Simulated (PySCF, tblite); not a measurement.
# C4H10NSSi radical: geometry, infrared bands and EPR parameters

Aim: predict the infrared bands and EPR parameters of C4H10NSSi radical (`[CH2]/C=C(\C)S[SiH2]N`).

Programs: tblite 0.8.0 and PySCF 2.14.0, with density-fitted response routines of our own. Each step states its level of theory. These are calculated values for one molecule in the gas phase, unless marked as measured. Atoms count from 0, in the outputs and in this text.

## 1. The molecule as given

17 atoms, charge 0, multiplicity 2; geometry from: force field or distance geometry start.

Bonds of the start (Å): C0–C1 1.43, C1–C2 1.34, C2–C3 1.47, C2–S4 1.80, S4–Si5 2.15, Si5–N6 1.80, C0–H7 1.07, C0–H8 1.10, C1–H9 1.10, C3–H10 1.08, C3–H11 1.14, C3–H12 1.10, Si5–H13 1.48, Si5–H14 1.47, N6–H15 1.05, N6–H16 1.05.

## 2. Relaxing the molecule with GFN2-xTB

The job: settings as JSON, then the geometry in Å.

```
{"job": {"kind": "relax", "xc": "GFN2-xTB", "basis": "xTB"}, "charge": 0, "multiplicity": 2}
C     -2.252600     1.280500     0.242200
C     -1.011100     0.647900    -0.090100
C     -0.802900    -0.667100     0.061900
C     -1.833000    -1.603200     0.542300
S      0.806100    -1.347300    -0.373900
Si     2.136500     0.183800    -1.073400
N      3.059600     0.939100     0.270300
H     -3.119300     0.701600     0.501700
H     -2.226100     2.319200     0.592600
H     -0.148400     1.214700    -0.456400
H     -2.656500    -1.199400     1.120300
H     -1.284100    -2.284600     1.276700
H     -2.129500    -2.280800    -0.276100
H      3.159200    -0.501400    -1.895000
H      1.470300     1.235800    -1.856600
H      4.092100     0.741300     0.187900
H      2.732500     0.632100     1.215700
```

The run is started by

```sh
OMP_NUM_THREADS=1 python probes_run.py task.json out
```

One launch serves the whole session: the jobs run in the order shown.

The log of the run:

```text
step      E/eV     max force
  0    -584.97497    2.859
  1    -585.29975    0.969
  2    -585.40638    0.928
  3    -585.46316    0.675
  4    -585.52093    0.770
  5    -585.56546    0.508
  6    -585.59539    0.406
  7    -585.61554    0.319
  8    -585.63464    0.438
  9    -585.65409    0.369
 10    -585.66894    0.264
 11    -585.67958    0.266
 12    -585.68752    0.261
 13    -585.69444    0.262
 14    -585.70101    0.191
 15    -585.70544    0.134
 16    -585.70807    0.141
 17    -585.71025    0.128
 18    -585.71212    0.101
 19    -585.71392    0.107
 20    -585.71590    0.139
 21    -585.71820    0.164
 22    -585.72051    0.137
 23    -585.72227    0.084
 24    -585.72333    0.080
 25    -585.72428    0.087
 26    -585.72539    0.101
 27    -585.72683    0.109
 28    -585.72871    0.147
 29    -585.73137    0.174
 30    -585.73449    0.199
 31    -585.73804    0.201
 32    -585.74019    0.245
 33    -585.74267    0.122
 34    -585.74433    0.123
 35    -585.74867    0.269
 36    -585.75089    0.162
 37    -585.75413    0.220
 38    -585.75814    0.167
 39    -585.76095    0.127
 40    -585.76275    0.299
 41    -585.76419    0.112
 42    -585.76545    0.085
 43    -585.76747    0.067
 44    -585.76841    0.074
 45    -585.76951    0.070
 46    -585.77041    0.075
 47    -585.77176    0.088
 48    -585.77341    0.090
 49    -585.77519    0.091
 50    -585.77672    0.085
 51    -585.77813    0.091
 52    -585.77956    0.101
 53    -585.78090    0.087
 54    -585.78181    0.182
 55    -585.78279    0.074
 56    -585.78379    0.082
 57    -585.78589    0.081
 58    -585.78746    0.096
 59    -585.78916    0.095
 60    -585.79050    0.097
 61    -585.79189    0.085
 62    -585.79323    0.078
 63    -585.79439    0.111
 64    -585.79528    0.104
 65    -585.79599    0.090
 66    -585.79691    0.127
 67    -585.79794    0.144
 68    -585.80004    0.197
 69    -585.80304    0.163
 70    -585.80387    0.293
 71    -585.80801    0.197
 72    -585.80840    0.230
 73    -585.81336    0.236
 74    -585.81528    0.106
 75    -585.81655    0.133
 76    -585.81759    0.096
 77    -585.81842    0.068
 78    -585.81934    0.074
 79    -585.82070    0.078
 80    -585.82192    0.064
 81    -585.82254    0.055
 82    -585.82279    0.035
 83    -585.82303    0.047
 84    -585.82336    0.041
 85    -585.82405    0.079
 86    -585.82450    0.115
 87    -585.82491    0.121
 88    -585.82532    0.102
 89    -585.82597    0.063
 90    -585.82690    0.070
 91    -585.82806    0.070
 92    -585.82927    0.091
 93    -585.83037    0.081
 94    -585.83124    0.064
 95    -585.83187    0.056
 96    -585.83225    0.058
 97    -585.83253    0.074
 98    -585.83279    0.051
 99    -585.83322    0.041
100    -585.83359    0.045
101    -585.83410    0.046
102    -585.83445    0.037
103    -585.83477    0.037
104    -585.83507    0.037
105    -585.83537    0.038
106    -585.83564    0.038
107    -585.83585    0.036
108    -585.83604    0.070
109    -585.83628    0.079
110    -585.83670    0.054
111    -585.83707    0.049
112    -585.83739    0.035
113    -585.83759    0.038
114    -585.83771    0.042
115    -585.83779    0.024
116    -585.83786    0.027
117    -585.83798    0.046
118    -585.83812    0.060
119    -585.83838    0.067
120    -585.83875    0.060
121    -585.83917    0.056
122    -585.83950    0.042
123    -585.83971    0.036
124    -585.83986    0.030
125    -585.83995    0.040
126    -585.84004    0.026
127    -585.84011    0.016
128    -585.84018    0.014
129    -585.84022    0.018
130    -585.84027    0.018
131    -585.84029    0.016
132    -585.84033    0.018
133    -585.84037    0.021
134    -585.84042    0.015
135    -585.84046    0.014
136    -585.84048    0.010
137    -585.84050    0.009
```

Wall time 0.92 s (1 thread of Arm Neoverse V2, shared host).

Along the way: (not every step is listed)

```tsv
step	energy from step 0 (eV)	largest force (eV/Å)
0	0.0000	2.8595
1	-0.3248	0.9692
2	-0.4314	0.9275
3	-0.4882	0.6752
4	-0.5460	0.7703
5	-0.5905	0.5079
6	-0.6204	0.4060
7	-0.6406	0.3186
8	-0.6597	0.4380
20	-0.7409	0.1395
32	-0.7652	0.2452
44	-0.7934	0.0741
56	-0.8088	0.0821
68	-0.8251	0.1972
80	-0.8469	0.0645
92	-0.8543	0.0913
104	-0.8601	0.0367
116	-0.8629	0.0274
128	-0.8652	0.0144
132	-0.8654	0.0184
133	-0.8654	0.0211
134	-0.8655	0.0146
135	-0.8655	0.0136
136	-0.8655	0.0103
137	-0.8655	0.0092
```

Distances of close pairs at the start and the end, largest changes first:

```tsv
bond	before (Å)	after (Å)	change (Å)
Si5–N6	1.797	1.716	-0.080
C0–C1	1.432	1.360	-0.072
C2–S4	1.800	1.742	-0.059
C3–H11	1.142	1.087	-0.056
C1–C2	1.340	1.392	+0.052
N6–H15	1.055	1.006	-0.048
N6–H16	1.046	1.008	-0.038
C0–H8	1.097	1.075	-0.022
```

The end geometry stands in the next job.

## 3. Vibrational analysis with GFN2-xTB

The job: settings as JSON, then the geometry in Å.

```
{"job": {"kind": "ir", "xc": "GFN2-xTB", "basis": "xTB"}, "charge": 0, "multiplicity": 2}
C     -1.998294     1.307660     0.399586
C     -0.825450     0.654157     0.181935
C     -0.671561    -0.729005     0.154352
C     -1.804464    -1.669686     0.403882
S      0.863772    -1.500968    -0.130062
Si     2.189304    -0.053291    -1.046072
N      2.659670     1.055861     0.176305
H     -2.923118     0.788005     0.569748
H     -2.033732     2.381604     0.408829
H      0.061948     1.252974     0.021231
H     -2.258599    -1.479873     1.377321
H     -1.453044    -2.697591     0.375923
H     -2.578351    -1.545112    -0.355826
H      3.215798    -0.943479    -1.579391
H      1.476249     0.676641    -2.083240
H      3.350278     1.760933    -0.020345
H      2.722598     0.753200     1.135913
```

The log of the run:

```text
mode    cm-1     km/mol
  1      30.1      4.06
  2      71.9      0.44
  3     105.9      0.11
  4     128.8      1.14
  5     172.0      1.31
  6     193.9      1.94
  7     203.1     13.48
  8     258.7      1.58
  9     313.6      1.68
 10     314.7      6.37
 11     432.6     17.35
 12     463.4    133.59
 13     492.6     56.24
 14     530.6     77.97
 15     559.2      0.39
 16     578.2     12.42
 17     683.6    119.43
 18     706.2     81.18
 19     752.8     25.88
 20     785.5    112.87
 21     812.5    316.41
 22     911.7    135.53
 23     942.3     25.61
 24     955.3      3.67
 25    1011.8      0.43
 26    1023.6      3.81
 27    1136.1     45.73
 28    1298.3      3.66
 29    1325.3      4.80
 30    1391.9      9.94
 31    1424.7      0.64
 32    1469.7      3.29
 33    1478.8      2.14
 34    1499.6     67.52
 35    1512.4      0.87
 36    2280.9    271.12
 37    2325.4    160.00
 38    2965.3     20.42
 39    2986.3     14.49
 40    3048.7     11.74
 41    3057.5     26.51
 42    3123.9     17.82
 43    3152.4     40.77
 44    3465.5     11.94
 45    3508.3      1.28
```

Run time: 0.56 s. Hardware: 1 thread of Arm Neoverse V2, shared host.

The strongest bands and the atoms that carry them (share of the mass-weighted mode):

```tsv
cm⁻¹	km/mol	atoms
463	133.6	H15 38 %, H16 26 %, N6 17 %
684	119.4	H13 18 %, C3 13 %, H14 12 %, C1 12 %
706	81.2	H13 36 %, H14 11 %
786	112.9	H14 53 %, H13 39 %
812	316.4	H15 30 %, H16 30 %, H13 12 %, N6 12 %
912	135.5	N6 51 %, Si5 36 %
2281	271.1	H13 89 %
2325	160.0	H14 89 %
```

## 4. EPR parameters: B3LYP/pcH-1

The job, as its differences from that of step 3:

```diff
@@ -1,2 +1,2 @@
-{"job": {"kind": "ir", "xc": "GFN2-xTB", "basis": "xTB"}, "charge": 0, "multiplicity": 2}
+{"job": {"kind": "epr", "basis": "pcH-1"}, "charge": 0, "multiplicity": 2}
 C     -1.998294     1.307660     0.399586
```

With the program's defaults for keys left out, this is: UKS B3LYP, pcH-1 on C H N S Si, non-relativistic, mean-field spin-orbit, GIAO.

The log of the run:

```text
UKS, coarse grid
  cycle   1  E = -900.82490857  |g| = 4.43e-01
  cycle   2  E = -900.75383797  |g| = 5.86e-01
  cycle   3  E = -900.91033921  |g| = 7.34e-02
  cycle   4  E = -900.91260057  |g| = 4.27e-02
  cycle   5  E = -900.91356073  |g| = 1.29e-02
  cycle   6  E = -900.91365898  |g| = 7.71e-03
  cycle   7  E = -900.91370632  |g| = 2.02e-03
  cycle   8  E = -900.91371348  |g| = 9.62e-04
UKS, final grid
  cycle   1  E = -900.91372849  |g| = 1.04e-03
  cycle   2  E = -900.91372821  |g| = 1.35e-03
  cycle   3  E = -900.91372912  |g| = 1.99e-04
  cycle   4  E = -900.91372915  |g| = 7.21e-05
  cycle   5  E = -900.91372915  |g| = 6.15e-05
  cycle   6  E = -900.91372916  |g| = 1.36e-05
E = -900.91372916 Eh   <S^2> = 0.7715 (exact 0.7500)
g shifts (ppm)      1          2          3
  rmc          -152       -152       -152
  gc              1         42         30
  oz_so        -217       1853       2974
  total        -369       1742       2852
hyperfine (MHz)  atom isotope    a_iso     a_fc   dipolar eigenvalues
    0   13C      44.86      44.96    -42.83    -41.09     83.91
    1   13C     -41.73     -41.75    -24.77      9.61     15.15
    2   13C      63.79      63.58    -52.58    -50.67    103.25
    3   13C     -20.06     -20.07     -0.72     -0.43      1.15
    4   33S       2.34       2.50    -13.00     -9.09     22.09
    5  29Si      -2.84      -2.90     -2.82      1.17      1.65
    6   14N       2.05       2.05     -0.20     -0.02      0.22
    7    1H     -33.72     -33.71    -17.92     -0.82     18.75
    8    1H     -35.17     -35.16    -21.03     -0.14     21.17
    9    1H      10.44      10.43     -4.93     -1.28      6.22
   10    1H      48.31      48.30     -3.73     -1.55      5.29
   11    1H       2.07       2.06     -2.86     -2.67      5.53
   12    1H      58.84      58.84     -3.57     -1.79      5.36
   13    1H       0.77       0.77     -1.15     -0.88      2.03
   14    1H       1.61       1.62     -1.48     -0.74      2.21
   15    1H       0.08       0.08     -0.71     -0.45      1.16
   16    1H      -0.29      -0.29     -0.96     -0.68      1.64
```

It took 1.9 min on 1 thread of Arm Neoverse V2, shared host; peak memory 0.98 GiB.

Principal g values 2.00195, 2.00406, 2.00517; g(iso) = 2.00373, against 2.00232 for a free electron.

Mean a(iso) over the nuclei that a row names, and the largest dipolar term of the row (other rows stand at the frozen geometry):

```tsv
nuclei	isotope	a(iso) (MHz)	a(iso) (G, at g = 2.0023)	largest dipolar term (MHz)
C2	13C	63.8	22.8	103.3
C0	13C	44.9	16.0	83.9
C1	13C	-41.7	-14.9	-24.8
H10, H11, H12	1H	36.4	13.0	5.5
H7, H8	1H	-34.4	-12.3	21.2
C3	13C	-20.1	-7.2	1.1
H9	1H	10.4	3.7	6.2
Si5	29Si	-2.8	-1.0	-2.8
S4	33S	2.3	0.8	22.1
N6	14N	2.0	0.7	0.2
H13, H14	1H	1.2	0.4	2.2
H15, H16	1H	-0.1	0.0	1.6
```

Mulliken spin populations:

C0 0.58; C1 -0.23; C2 0.58; C3 -0.05; S4 0.09; Si5 0.02; N6 0.00; H7 -0.02; H8 -0.03; H9 0.01; H10 0.02; H11 0.00; H12 0.03; H13 0.00; H14 0.00; H15 0.00; H16 0.00

In first order the couplings over 0.8 MHz of 1H, 14N give 216 distinct lines over 69.6 G, if the averaged nuclei exchange fast; the same motion can average rows kept apart here too.

The fields below are evaluated on a grid from the run's orbitals.

ELF in a plane through or near 8 of the atoms.

Ten even steps from ' ' (0.00) to '@' (1.00):
```
                                                        
                                                        
                                ::::                    
                              **@@@@%%..                
                              %%@@@@@@--                
                              ++@@@@%%::....            
        ::==::..----  ..%%**..::++--++%%@@%%==          
        %%%%##++**##..==@@@@%%++%%::##@@@@@@##          
        **%%##**####--..@@@@**@@==++++@@@@##..          
        ..--++##%%##--  ..--**####..                    
          ..==**......==..::++--::++--==--..            
          ..--::..::==%%****%%::==%%--####==..          
        --##@@@@++--##**--..##++==++..++**--            
        %%@@@@@@**..--**::--##::  %%@@##--..            
        ++@@@@%%::  ..##@@@@%%::  @@@@@@==              
        ..++**--    ..**%%%%##..  ##@@%%--              
                      ::--==::      ::..                
                                                        
                                                        
                                                        
```
The map spans 12.4 Å across and 10.7 Å up, centred on the molecule. Atoms in the plane (x, y in Å): C0 (1.7, 1.7), C1 (0.7, 0.8), C2 (0.8, -0.6), C3 (2.2, -1.2), S4 (-0.5, -1.6), H7 (2.7, 1.4), H8 (1.5, 2.8), H9 (-0.3, 1.2).

On the surface of density 0.002 e/bohr³ the electrostatic potential runs, from the 1st to the 99th percentile, from -0.85 V near S4 to 1.81 V near H15.

The spin density lies nearest to C2 35 %; C0 27 %; S4 10 %; C1 8 % (beta excess).

## 5. What came out

| quantity | value |
| --- | --- |
| strongest single infrared mode (GFN2-xTB) | 812 cm⁻¹, 316 km/mol |
| zero-point energy (GFN2-xTB) | 79.9 kcal/mol |
| g(iso) (B3LYP) | 2.00373 |
| ⟨S²⟩ | 0.772 (exact 0.75) |
| largest a(iso) (averaged by class) | 13C on C2, 63.8 MHz |
| potential on the surface of density 0.002 e/bohr³, 1st and 99th percentile | -0.85 V and 1.81 V |

In words: Relaxing lowered the energy by 0.866 eV in 137 steps; the close pair that moved most is Si5–N6, from 1.797 to 1.716 Å. All 45 modes are real, so the xTB geometry is a minimum. The strongest single mode, at 812 cm⁻¹, is carried by H15, H16, H13, N6. GFN2-xTB is a fitted tight-binding method: band positions and strengths are rough. Its intensities can rank the bands wrongly. The largest spin populations lie on C2 (0.58 e), C0 (0.58 e). The isotropic g lies 1.4 ppt above the free-electron value. These values are for one conformer; the search (at its own cheap level) found 2 more, at 0.76, 2.43 kcal/mol, and measured spectra average over such forms.
